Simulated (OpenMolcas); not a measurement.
# Cu²⁺ among point charges: CASSCF and CASPT2 levels and susceptibility

How does a field of 6 point charges split the states of Cu²⁺, and what χT follows?

Program: OpenMolcas 26.06. Level of theory: state-averaged CASSCF and CASPT2, spin-orbit coupling by RASSI with atomic mean-field integrals. These are calculated values, not measurements, unless marked.

### 1 Starting point

```
Species                           : Cu²⁺ (copper, Z = 29, 27 electrons)
Basis                             : ANO-RCC-VDZP [5s4p2d1f], 34 functions
Scalar Hamiltonian                : DKH2, point nucleus
Inactive shells                   : 1s 2s 2p 3s 3p
Active space                      : 9 electrons in 5 orbitals (3d)
Some configurations of this space : 3d⁹
Orbitals                          : optimised for each spin and parity, averaged over all roots
```

Outer shells as boxes (Hund's rule):

3d9
```
3d [↑↓][↑↓][↑↓][↑↓][↑ ]
```

The ion sits among 6 point charges of -2 e arranged as a trigonal prism (D3h), 2.14 Å from the ion, with a polar angle of 47.6° against the regular 49.1°.

The work runs as a chain of OpenMolcas steps in one folder; each step below is one input file. Labels, J, g values, rates, χT and fits are worked out afterwards by a script from the matrices that RASSI stores.

### 2 Basis and integrals

The input, a.inp:

```
&GATEWAY
Coord
1

Cu 0.0 0.0 0.0
Basis=ANO-RCC-VDZP
Group=NoSym
NoMove
AngMom=0.0 0.0 0.0
AMFI
XField
6 Angstrom 0
1.580974 0.000000 1.442262 -2.000000
-0.790487 1.369164 1.442262 -2.000000
-0.790487 -1.369164 1.442262 -2.000000
1.580974 0.000000 -1.442262 -2.000000
-0.790487 1.369164 -1.442262 -2.000000
-0.790487 -1.369164 -1.442262 -2.000000
&SEWARD
```

Started as:

```console
> OMP_NUM_THREADS=1 MOLCAS_MEM=1689 MOLCAS_PROJECT=a pymolcas a.inp > a.log
```

The log of the run:

```text
Basis set label: CU.ANO-RCC...5S4P2D1F.

      Electronic valence basis set:
      ------------------
      Associated Effective Charge  29.000000 au
      Associated Actual Charge     29.000000 au
      Nuclear Model: Point charge

      Shell  nPrim  nBasis  Cartesian Spherical Contaminant
         s      21       5        X
         p      15       4        X
         d      10       2                 X
         f       6       1                 X
                  Relativistic Douglas-Kroll-Hess integrals:
                    - DKH order of Hamiltonian: 2
                    - DKH order of Properties : 0
                  Atomic mean-field integrals
```

### 3 CASSCF: doublets, 5 roots

The input, a.inp:

```
&RASSCF
FileOrb=start.orb
Symmetry=1
Spin=2
nActEl=9 0 0
Inactive=9
Ras2=5
CIRoot=5 5 1
SDav=5
CIMx=300
Iter=120 100
PrWF=0.3
OrbListing=Nothing
MaxOrb=0
>>> COPY $Project.JobIph JOB001
```

start.orb holds the contracted functions of the basis, ordered by shell, or the orbitals of the step before.

The log of the run (excerpt; [...] marks lines left out):

```text
[...]
      Number of active orbitals                  5
[...]
      Spin quantum number                      0.5
[...]
      Active orbitals                            5
[...]
      Number of CSFs                             5
      Number of root(s) required                 5
[...]
      Convergence after 14 iterations
[...]
      Natural orbitals and occupation numbers for root  1
      sym 1:   2.000000   1.000000   2.000000   2.000000   2.000000
      Natural orbitals and occupation numbers for root  2
      sym 1:   2.000000   2.000000   2.000000   1.000000   2.000000
      Natural orbitals and occupation numbers for root  3
      sym 1:   2.000000   2.000000   1.000000   2.000000   2.000000
::    RASSCF root number  1 Total energy:  -1658.15936715
::    RASSCF root number  2 Total energy:  -1658.15936715
::    RASSCF root number  3 Total energy:  -1658.15485122
::    RASSCF root number  4 Total energy:  -1658.13661940
::    RASSCF root number  5 Total energy:  -1658.13661940
```

### 4 State interaction with spin-orbit coupling

The input, a.inp:

```
&RASSI
NrOfJobIphs=1 5
1 2 3 4 5
IphNames
JOB001
EJob
SpinOrbit
DIPRint=1.0
SOCoupling=1000.0
Subsets=2
Property=9
'ANGMOM' 1 'ANGMOM' 2 'ANGMOM' 3 'MLTPL  1' 1 'MLTPL  1' 2 'MLTPL  1' 3
'AMFI' 1 'AMFI' 2 'AMFI' 3
SOProperty=3
'ANGMOM' 1 'ANGMOM' 2 'ANGMOM' 3
```

The log of the run (excerpt; [...] marks lines left out):

```text
SPIN-FREE ENERGIES:
  (Shifted by EMIN (a.u.) =      -1658.1593671526)
 SF State       Relative EMIN(au)   Rel lowest level(eV)    D:o, cm**(-1)      L_eff
     1             0.0000000000        0.0000000000              0.0000         2.0
     2             0.0000000040        0.0000001086              0.0009         2.0
     3             0.0045159286        0.1228846769            991.1318         2.0
     4             0.0227477539        0.6189979179           4992.5549         2.0
     5             0.0227477539        0.6189979179           4992.5549         2.0
     Dipole printing threshold changed to   1.00000000E+00
[...]
Eigenvalues of complex Hamiltonian:
   -----------------------------------
  (Shifted by EMIN (a.u.) =      -1658.1593671526)
 SO State       Relative EMIN(au)   Rel lowest level(eV)    D:o, cm**(-1)     J-value
     1            -0.0024794875        0.0000000000              0.0000         2.0
     2            -0.0024794875        0.0000000000              0.0000         2.0
     3            -0.0016773788        0.0218264897            176.0425         2.4
     4            -0.0016773788        0.0218264897            176.0425         2.4
     5             0.0081601658        0.2895197157           2335.1340         1.5
     6             0.0081601658        0.2895197157           2335.1340         1.5
     7             0.0189702965        0.5836783583           4707.6834         1.2
     8             0.0189702965        0.5836783583           4707.6834         1.2
     9             0.0270378443        0.8032075174           6478.3055         1.0
    10             0.0270378443        0.8032075174           6478.3055         1.0
Weights of the five most important spin-orbit-free states for each spin-orbit state.
[...]
```

Time for these steps: 1.8 s (1 thread of Arm Neoverse V2, shared host).

States without spin-orbit coupling:

| state | degeneracy | E (cm-1) | free-ion L (%) |
| --- | --- | --- | --- |
| 2E | 2 | 0 | D (100) |
| 2A1 | 1 | 991 | D (100) |
| 2E | 2 | 4993 | D (100) |

With spin-orbit coupling:

| E (cm-1) | Degeneracy | Label | 2S+1 | g |
| --- | --- | --- | --- | --- |
| 0.0 | 2 | E3/2 | 2 | 0.00 0.00 3.97 |
| 176.0 | 2 | E1/2 | 2 | 0.74 3.10 3.10 |
| 2335 | 2 | E1/2 | 2 | 1.10 1.10 1.26 |
| 4708 | 2 | E1/2 | 2 | 0.00 0.00 5.99 |
| 6478 | 2 | E3/2 | 2 | 0.00 0.00 2.02 |

Labels of spin-orbit levels are those of the rotation subgroup (D3 for D3h). Principal g values are given for doublets only; a zero marks a field direction without first-order Zeeman splitting.

Powder χT (cm³ K/mol): 0.50 at 2 K, 0.52 at 5 K, 0.55 at 10 K, 0.60 at 20 K, 0.76 at 50 K, 0.96 at 100 K, 1.07 at 150 K, 1.13 at 200 K, 1.17 at 250 K, 1.19 at 300 K.

Orbitals of the lowest block (energies include the constant potential of the surroundings):

| shell | space | energy (hartree) | mean occupation | ⟨r²⟩ (bohr²) |
| --- | --- | --- | --- | --- |
| 1s | inactive | -330.4823 | 2.000 | 0.00362 |
| 2s | inactive | -39.7000 | 2.000 | 0.0646 |
| 2p | inactive | -33.8439 | 6.000 | 0.0521 |
| 3s | inactive | -3.2198 | 2.000 | 0.582 |
| 3p | inactive | -1.4167 | 6.000 | 0.657 |
| 3d | RAS2 |  | 9.000 | 1.18 |

### 5 CASPT2: IPEA 0.25, imaginary shift 0.1 (closed shells correlated: 3s 3p)

The input, a.inp:

```
>>> COPY JOB001 $Project.JobIph
&CASPT2
Multistate=5 1 2 3 4 5
NoMult
Frozen=5
IPEA=0.25
Imaginary=0.1
MaxIter=60
WThr=0.0 0.3 0.05
PrWF=0.5
NoMix
```

Started as:

```console
> OMP_NUM_THREADS=1 MOLCAS_MEM=1689 MOLCAS_PROJECT=a pymolcas a.inp > a.log
```

The log of the run:

```text
Orbital specifications:
      -----------------------

      Symmetry species                           1
                                                 a
      Frozen orbitals                            5
      Inactive orbitals                          4
      Active orbitals                            5
      Secondary orbitals                        20
      Deleted orbitals                           0
      Number of basis functions                 34
Type of calculation                        SS-CASPT2
      Fock operator                              state-specific
      IPEA shift                                 0.25
      Real shift                                 0.00
      Imaginary shift                            0.10
      The input orbitals will be transformed to quasi-canonical
Reference energy:       -1658.1593671526
      E2 (Non-variational):      -0.5284634326
      Shift correction:          -0.0001253928
      E2 (Variational):          -0.5285888254
      Total energy:           -1658.6879559781
      Residual norm:              0.0000001278
      Reference weight:           0.93110
      Contributions to the CASPT2 correlation energy
      Active & Virtual Only:         -0.3036414582
      One Inactive Excited:          -0.1752847853
      Two Inactive Excited:          -0.0495371891
Reference energy:       -1658.1593671486
      E2 (Non-variational):      -0.5284634921
      Shift correction:          -0.0001253948
      E2 (Variational):          -0.5285888868
      Total energy:           -1658.6879560355
      Residual norm:              0.0000001278
      Reference weight:           0.93110
      Contributions to the CASPT2 correlation energy
      Active & Virtual Only:         -0.3036415149
      One Inactive Excited:          -0.1752847880
      Two Inactive Excited:          -0.0495371893
::    CASPT2 Root  1     Total energy:  -1658.68795598
::    CASPT2 Root  2     Total energy:  -1658.68795604
::    CASPT2 Root  3     Total energy:  -1658.68150936
::    CASPT2 Root  4     Total energy:  -1658.66264435
::    CASPT2 Root  5     Total energy:  -1658.66290172
```

Time for this run: 0.57 s (1 thread of Arm Neoverse V2, shared host).

SS-CASPT2: lowest energy less the reference's lowest, -0.5286 hartree; reference weights 0.931 to 0.932.

Spin-free states, with their symmetry labels:

| state | degeneracy | E (cm-1) | free-ion L (%) |
| --- | --- | --- | --- |
| 2E | 2 | 0 | D (100) |
| 2A1 | 1 | 1415 | D (100) |
| 2E | 2 | 5527 | D (100) |

With spin-orbit coupling:

| E (cm-1) | Degeneracy | Label | 2S+1 | g |
| --- | --- | --- | --- | --- |
| 0 | 2 | E3/2 | 2 | 0.00 0.00 3.97 |
| 310 | 2 | E1/2 | 2 | 0.57 2.79 2.79 |
| 2610 | 2 | E1/2 | 2 | 0.78 0.78 1.43 |
| 5230 | 2 | E1/2 | 2 | 0.00 0.00 5.99 |
| 7000 | 2 | E3/2 | 2 | 0.00 0.00 2.02 |

Powder χT (cm³ K/mol): 0.50 at 2 K, 0.51 at 5 K, 0.52 at 10 K, 0.55 at 20 K, 0.64 at 50 K, 0.78 at 100 K, 0.90 at 150 K, 0.98 at 200 K, 1.03 at 250 K, 1.07 at 300 K.

### 6 The methods side by side

A. CASSCF
B. SS-CASPT2, IPEA 0.25, imaginary shift 0.1 (closed shells correlated: 3s 3p)

| method | ground state | first state of that spin (cm-1) | first gap with spin-orbit (cm-1) | χT at 300 K |
| --- | --- | --- | --- | --- |
| A | 2E | 2A1 991.1 | 176.0 | 1.19 |
| B | 2E | 2A1 1415 | 306.1 | 1.07 |

### 7 Summary of results

| quantity | value |
| --- | --- |
| method | SS-CASPT2, IPEA 0.25, imaginary shift 0.1 (closed shells correlated: 3s 3p) |
| spin-free ground state | 2E, 2-fold in its orbital part |
| first state of the same spin within the active space | 2A1 at 1410 cm⁻¹ |
| lowest level | 2-fold E3/2, g = 0.00, 0.00, 3.97 |
| next level | 306.1 cm⁻¹ |
| χT at 300 K | 1.07 cm³ K/mol |
| effective moment at 300 K | 2.93 μB |

Cost by method:

| method | time of its own steps | time with the reference |
| --- | --- | --- |
| A. CASSCF | 1.8 s | 1.8 s |
| B. SS-CASPT2, IPEA 0.25, imaginary shift 0.1, +3s 3p | 0.57 s | 2.3 s |

Times are of one thread on a shared host.

**Reading.** The spin-free ground state (2E) comes to 100 % from free-ion D terms and keeps the highest spin of the shell. χT at 300 K is 1.07, against 0.38 cm³ K/mol for the spin alone, so orbital moment adds to it. CASPT2 does not keep the components of a term degenerate, and the means are used. The field of point charges can differ much from that of real complexes. Point charges carry no covalency, so the field is a model and not that of real ligands.
